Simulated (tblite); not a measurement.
# C3H12N2OSi2: the cost of one run

Programs: tblite 0.8.0 and PySCF 2.14.0, with density-fitted response routines of our own. Each step states its level of theory. These are calculated values for one molecule in the gas phase, unless marked as measured. Atoms are numbered from 0 throughout.

## 1. The starting structure

20 atoms, charge 0, multiplicity 1; geometry from: force field or distance geometry start.

Bonds of the start (Å): C0–C1 1.53, C1–C2 1.51, C1–O3 1.40, O3–Si4 1.70, Si4–N5 1.79, N5–Si6 1.79, Si6–N7 1.79, N7–Si4 1.80, C0–H8 1.11, C0–H9 1.11, C0–H10 1.10, C1–H11 1.10, C2–H12 1.11, C2–H13 1.10, C2–H14 1.12, Si4–H15 1.46, N5–H16 1.03, Si6–H17 1.46, Si6–H18 1.48, N7–H19 1.05.

## 2. Optimising the geometry with GFN2-xTB

What the job is given:

```
{"job": {"kind": "relax", "xc": "GFN2-xTB", "basis": "xTB"}, "charge": 0, "multiplicity": 1}
C     -2.465000    -0.960200    -0.596000
C     -1.460000     0.185700    -0.690500
C     -2.048500     1.507200    -0.270400
O     -0.500600    -0.119600     0.284100
Si     1.052900    -0.377200    -0.352100
N      2.064000    -1.188500     0.882800
Si     3.400100    -0.119900     0.348800
N      2.146400     1.045600    -0.164500
H     -3.151400    -0.982400    -1.462300
H     -1.886300    -1.901200    -0.483400
H     -3.041900    -0.839300     0.335000
H     -1.014600     0.201200    -1.701600
H     -1.370100     1.960800     0.486100
H     -3.032700     1.341200     0.189400
H     -2.082500     2.235900    -1.117000
H      1.099300    -1.008500    -1.663700
H      2.157100    -2.186400     0.632300
H      4.140300    -0.782600    -0.719700
H      4.210000     0.378400     1.485300
H      1.778400     1.620600     0.632200
```

Launch:

```console
OMP_NUM_THREADS=1 python probes_run.py task.json out
```

One launch serves the whole session: the jobs run in the order shown.

Q: Estimate the wall time and peak memory of this first job on 1 thread of Intel Xeon at 2.50GHz, shared host.

About 7.1 s, with a peak of 0.18 GiB.
